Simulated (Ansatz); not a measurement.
# C2H8ClInO: a ladder of functionals and wavefunction methods

An exercise on one series of results from a longer session: the logs are not shown, and one member is left open.

Method: functionals in def2-TZVPP, the program's frozen cores in correlated methods; program: Ansatz 0.2.0, Gaussian basis.

Plan: LDA (SPW92), PBE-D4, revPBE-D4, BLYP-D4, r2SCAN-D4, B97M-V, PBE0-D4, B3LYP-D4, r2SCANh-D4, r2SCAN0-D4, HSE06-D4, BHLYP-D4, CAM-B3LYP-D4, LC-ωPBE, ωB97X-V, ωB97M-V, B2PLYP, PBE-QIDH; CCSD(T)/def2-SVP; CCSD(T)/def2-TZVPP; MP2/def2-QZVPP; extrapolation to the limit; RPA on PBE.

## Structure used throughout

All runs share one geometry, relaxed beforehand with PBE0-D4 in a triple-zeta def2 set. In takes the def2 core potential; no spin-orbit term is included.

SMILES `[CH3][In-]([CH3])([OH2+])[Cl]`, 13 atoms, charge 0, spin multiplicity 1.

Atoms are counted from 1 here; the program's logs count them from 0.

Bond lengths: C1–In2 2.135 Å, C1–H6 1.091 Å, C1–H7 1.090 Å, C1–H8 1.090 Å, In2–C3 2.140 Å, In2–O4 2.415 Å, In2–Cl5 2.436 Å, C3–H9 1.090 Å, C3–H10 1.091 Å, C3–H11 1.091 Å, O4–H12 0.962 Å, O4–H13 0.974 Å. Angles: In2–C1–H6 108.9°, In2–C1–H7 109.0°, In2–C1–H8 111.6°, H6–C1–H7 109.0°, H6–C1–H8 108.9°, H7–C1–H8 109.5°, C1–In2–C3 139.6°, C1–In2–O4 100.8°, C1–In2–Cl5 109.4°, C3–In2–O4 98.8°, C3–In2–Cl5 109.0°, O4–In2–Cl5 78.3°, In2–C3–H9 109.2°, In2–C3–H10 111.2°, In2–C3–H11 110.1°, H9–C3–H10 109.6°, H9–C3–H11 108.4°, H10–C3–H11 108.3° and more.

Set-up of the first run:

in.yaml reads:

```yaml
crystal:
  periodic: [false, false, false]
  atoms:
    - {symbol: C, position_ang: [-2.032577, 0.521117, -0.803103]}
    - {symbol: In, position_ang: [-0.000032, -0.016824, -0.433785]}
    - {symbol: C, position_ang: [1.181537, -1.758961, -0.046440]}
    - {symbol: O, position_ang: [0.416166, 1.174980, 1.625034]}
    - {symbol: Cl, position_ang: [1.462318, 1.779764, -1.188577]}
    - {symbol: H, position_ang: [-2.494170, 0.825205, 0.137687]}
    - {symbol: H, position_ang: [-2.056136, 1.361168, -1.496792]}
    - {symbol: H, position_ang: [-2.599120, -0.311321, -1.220889]}
    - {symbol: H, position_ang: [2.200130, -1.454577, 0.195263]}
    - {symbol: H, position_ang: [0.767446, -2.340845, 0.778514]}
    - {symbol: H, position_ang: [1.212834, -2.395158, -0.932117]}
    - {symbol: H, position_ang: [1.009005, 0.747779, 2.251052]}
    - {symbol: H, position_ang: [0.953098, 1.832874, 1.148955]}
basis:
  gaussian: {orbitals: def2-TZVPP}
hamiltonian: {xc: lda}
output: {orbitals: {seedname: orbitals}}
```

The run is started by

```console
> ansatz run in.yaml --threads 4 --pin off --events-out ev --progress --plain --max-ram 11315MiB
```

Among the steps run: LDA; PBE-D4 (GGA); revPBE-D4 (GGA); BLYP-D4 (GGA); r2SCAN-D4 (meta-GGA); B97M-V (meta-GGA); PBE0-D4 (hybrid); B3LYP-D4 (hybrid); r2SCANh-D4 (hybrid); r2SCAN0-D4 (hybrid); HSE06-D4 (hybrid); BHLYP-D4 (hybrid); CAM-B3LYP-D4 (range-separated); LC-ωPBE (range-separated); ωB97X-V (range-separated); ωB97M-V (range-separated); B2PLYP (double hybrid); PBE-QIDH (double hybrid).

One table of the session follows, with a row left open; its other results are not shown here.

It belongs to the step «Orbital energies across the functionals». 

| functional | HOMO (eV) | gap (eV) |
| --- | --- | --- |
| LDA (SPW92) | -6.34 | 5.06 |
| PBE-D4 | -6.16 | 5.06 |
| revPBE-D4 | -6.10 | 5.09 |
| BLYP-D4 | -6.00 | 4.90 |
| r2SCAN-D4 | -6.42 | 5.84 |
| B97M-V | -6.47 | 5.53 |
| PBE0-D4 | -7.37 | 7.07 |
| B3LYP-D4 | -7.13 | 6.51 |
| r2SCANh-D4 | -6.87 | 6.53 |
| r2SCAN0-D4 | -7.54 | 7.55 |
| HSE06-D4 | -6.97 | 6.32 |
| BHLYP-D4 | -8.43 | 8.73 |
| CAM-B3LYP-D4 | ? | ? |
| LC-ωPBE | -10.04 | 11.59 |
| ωB97X-V | -9.66 | 11.07 |
| ωB97M-V | -9.53 | 10.47 |

Q: Estimate the row for CAM-B3LYP-D4 from the others.

The run gave: HOMO (eV): -8.67; gap (eV): 9.10. In the column «HOMO (eV)» it lies between ωB97M-V (-9.53) and BHLYP-D4 (-8.43).
